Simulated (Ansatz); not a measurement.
# GaH₃S₃: one species, many methods

An exercise on one series of results from a longer session: the logs are not shown, and one member is left open.

Method: functionals in def2-TZVPP, the program's frozen cores in correlated methods; program: Ansatz 0.2.0, Gaussian basis.

The runs, in order: LDA (SPW92), PBE-D4, revPBE-D4, BLYP-D4, r2SCAN-D4, B97M-V, PBE0-D4, B3LYP-D4, r2SCANh-D4, r2SCAN0-D4, HSE06-D4, BHLYP-D4, CAM-B3LYP-D4, LC-ωPBE, ωB97X-V, ωB97M-V, B2PLYP, PBE-QIDH; CCSD(T)/def2-SVP; CCSD(T)/def2-TZVPP; MP2/def2-QZVPP; extrapolation to the limit; RPA on PBE.

## Structure used throughout

An earlier PBE0-D4 in a triple-zeta def2 set relaxation fixed the geometry.

7 atoms, charge 0, spin multiplicity 1.

Atoms are counted from 1 here; the program's logs count them from 0.

Bond lengths: S1–Ga2 2.198 Å, S1–H5 1.343 Å, Ga2–S3 2.195 Å, Ga2–S4 2.193 Å, S3–H6 1.343 Å, S4–H7 1.344 Å. Angles: Ga2–S1–H5 94.4°, S1–Ga2–S3 123.6°, S1–Ga2–S4 119.2°, S3–Ga2–S4 117.2°, Ga2–S3–H6 94.1°, Ga2–S4–H7 93.4°.

Set-up of the first run:

Input file in.yaml:

```yaml
crystal:
  periodic: [false, false, false]
  atoms:
    - {symbol: S, position_ang: [0.674953, 0.806606, -1.591781]}
    - {symbol: Ga, position_ang: [0.103694, -0.182210, 0.286653]}
    - {symbol: S, position_ang: [-1.971707, -0.370725, 0.976975]}
    - {symbol: S, position_ang: [1.666902, -1.033820, 1.567080]}
    - {symbol: H, position_ang: [-0.586677, 1.114408, -1.933673]}
    - {symbol: H, position_ang: [-2.484639, 0.264213, -0.089406]}
    - {symbol: H, position_ang: [2.658773, -0.666572, 0.738451]}
basis:
  gaussian: {orbitals: def2-TZVPP}
hamiltonian: {xc: lda}
output: {orbitals: {seedname: orbitals}}
```

Steps of the session up to this table: LDA; PBE-D4 (GGA); revPBE-D4 (GGA); BLYP-D4 (GGA); r2SCAN-D4 (meta-GGA); B97M-V (meta-GGA); PBE0-D4 (hybrid); B3LYP-D4 (hybrid); r2SCANh-D4 (hybrid); r2SCAN0-D4 (hybrid); HSE06-D4 (hybrid); BHLYP-D4 (hybrid); CAM-B3LYP-D4 (range-separated); LC-ωPBE (range-separated); ωB97X-V (range-separated); ωB97M-V (range-separated); B2PLYP (double hybrid); PBE-QIDH (double hybrid).

One of the session's tables, all rows but one given; the rest of the session is left out.

It belongs to the step «Orbital energies across the functionals». 

| functional | HOMO (eV) | gap (eV) |
| --- | --- | --- |
| LDA (SPW92) | -6.59 | 4.45 |
| PBE-D4 | -6.45 | 4.59 |
| revPBE-D4 | -6.40 | 4.64 |
| BLYP-D4 | -6.26 | 4.47 |
| r2SCAN-D4 | -6.75 | 5.12 |
| B97M-V | -6.79 | 5.21 |
| PBE0-D4 | -7.67 | 6.71 |
| B3LYP-D4 | -7.40 | 6.16 |
| r2SCANh-D4 | -7.20 | 5.89 |
| r2SCAN0-D4 | -7.87 | 7.04 |
| HSE06-D4 | -7.28 | 5.95 |
| BHLYP-D4 | ? | ? |
| CAM-B3LYP-D4 | -8.96 | 8.99 |
| LC-ωPBE | -10.41 | 11.57 |
| ωB97X-V | -10.02 | 11.11 |
| ωB97M-V | -9.84 | 10.76 |

Q: Estimate the row for BHLYP-D4 from the others.

Worked estimate for «HOMO (eV)». Against the share of exact exchange, BLYP-D4 (0, -6.26), B3LYP-D4 (0.2, -7.40) give a slope of -5.70 per unit share; at 0.5 the line stands at -9.11.

The run gave: HOMO (eV): -8.72; gap (eV): 8.70. In «HOMO (eV)» the line misses by -0.39.
